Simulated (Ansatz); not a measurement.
# CH6GeSeSi: up Jacob's ladder to CCSD(T)

The task here is to estimate one member of a computed series from the others.

Program: Ansatz 0.2.0, Gaussian basis. Level of theory: functionals in def2-TZVPP, the program's frozen cores in correlated methods. These are calculated values, not measurements.

Plan: PBE-D4, r2SCAN-D4, PBE0-D4, B3LYP-D4, ωB97X-V, ωB97M-V, B2PLYP; CCSD(T)/def2-TZVPP; MP2/def2-QZVPP; extrapolation to the limit.

### The relaxed structure

All runs share one geometry, relaxed beforehand with PBE0-D4 in a triple-zeta def2 set.

SMILES `[CH2]1[GeH2][SiH2][Se]1`, 10 atoms, charge 0, spin multiplicity 1.

Atoms are counted from 1 here; the program's logs count them from 0.

Bond lengths: C1–Ge2 1.985 Å, C1–Se4 1.980 Å, C1–H5 1.089 Å, C1–H6 1.089 Å, Ge2–Si3 2.375 Å, Ge2–H7 1.540 Å, Ge2–H8 1.540 Å, Si3–Se4 2.297 Å, Si3–H9 1.488 Å, Si3–H10 1.488 Å. Angles: Ge2–C1–Se4 102.1°, Ge2–C1–H5 113.3°, Ge2–C1–H6 113.4°, Se4–C1–H5 109.1°, Se4–C1–H6 109.1°, H5–C1–H6 109.5°, C1–Ge2–Si3 86.5°, C1–Ge2–H7 112.4°, C1–Ge2–H8 112.6°, Si3–Ge2–H7 117.4°, Si3–Ge2–H8 117.8°, H7–Ge2–H8 108.6°, Ge2–Si3–Se4 82.6°, Ge2–Si3–H9 118.4°, Ge2–Si3–H10 118.5°, Se4–Si3–H9 114.1°, Se4–Si3–H10 114.1°, H9–Si3–H10 107.5° and more.

Set-up of the first run:

Input file in.yaml:

```yaml
crystal:
  periodic: [false, false, false]
  atoms:
    - {symbol: C, position_ang: [-0.922971, 0.938903, -0.665604]}
    - {symbol: Ge, position_ang: [-0.498879, -0.960510, -0.276479]}
    - {symbol: Si, position_ang: [1.387175, -0.145816, 0.914816]}
    - {symbol: Se, position_ang: [0.566233, 1.887910, 0.230522]}
    - {symbol: H, position_ang: [-1.866022, 1.267637, -0.232463]}
    - {symbol: H, position_ang: [-0.908029, 1.176519, -1.727852]}
    - {symbol: H, position_ang: [-0.232404, -1.775591, -1.555068]}
    - {symbol: H, position_ang: [-1.608943, -1.660572, 0.528607]}
    - {symbol: H, position_ang: [1.421426, -0.321526, 2.391844]}
    - {symbol: H, position_ang: [2.745512, -0.458356, 0.394576]}
basis:
  gaussian: {orbitals: def2-TZVPP}
hamiltonian: {xc: pbe, dispersion: d4}
output: {forces: true, orbitals: {seedname: orbitals}}
```

Launch:

```sh
> ansatz run in.yaml --threads 4 --pin off --events-out ev --progress --plain --max-ram 10444MiB
```

Steps of the session up to this table: PBE-D4 (GGA); r2SCAN-D4 (meta-GGA); PBE0-D4 (hybrid); B3LYP-D4 (hybrid); ωB97X-V (range-separated); ωB97M-V (range-separated); B2PLYP (double hybrid); CCSD(T) in def2-TZVPP; MP2 in def2-QZVPP.

One of the session's tables, all rows but one given; the rest of the session is left out.

It belongs to the step «Atomisation energies». 

```
            method  atomisation energy (kJ/mol)
            PBE-D4                       3104.6
         r2SCAN-D4                       3098.6
           PBE0-D4                       3080.8
          B3LYP-D4                       3065.2
           ωB97X-V                            ?
           ωB97M-V                       3071.2
            B2PLYP                       3031.3
     HF/def2-TZVPP                       2227.8
    MP2/def2-TZVPP                       3032.8
   CCSD/def2-TZVPP                       2977.6
CCSD(T)/def2-TZVPP                       3026.0
           MP2/CBS                       3111.9
       CCSD(T)/CBS                       3105.1
```

**Question.** Estimate the row for ωB97X-V.

As computed: atomisation energy (kJ/mol): 3111.8. In the column «atomisation energy (kJ/mol)» it lies between CCSD(T)/CBS (3105.1) and MP2/CBS (3111.9).

To keep in mind: Free atoms (1 C, 1 Ge, 1 Si, 1 Se, 6 H) were run apart at each level; the atomisation energy is their sum less the molecule, without zero-point or spin-orbit terms.
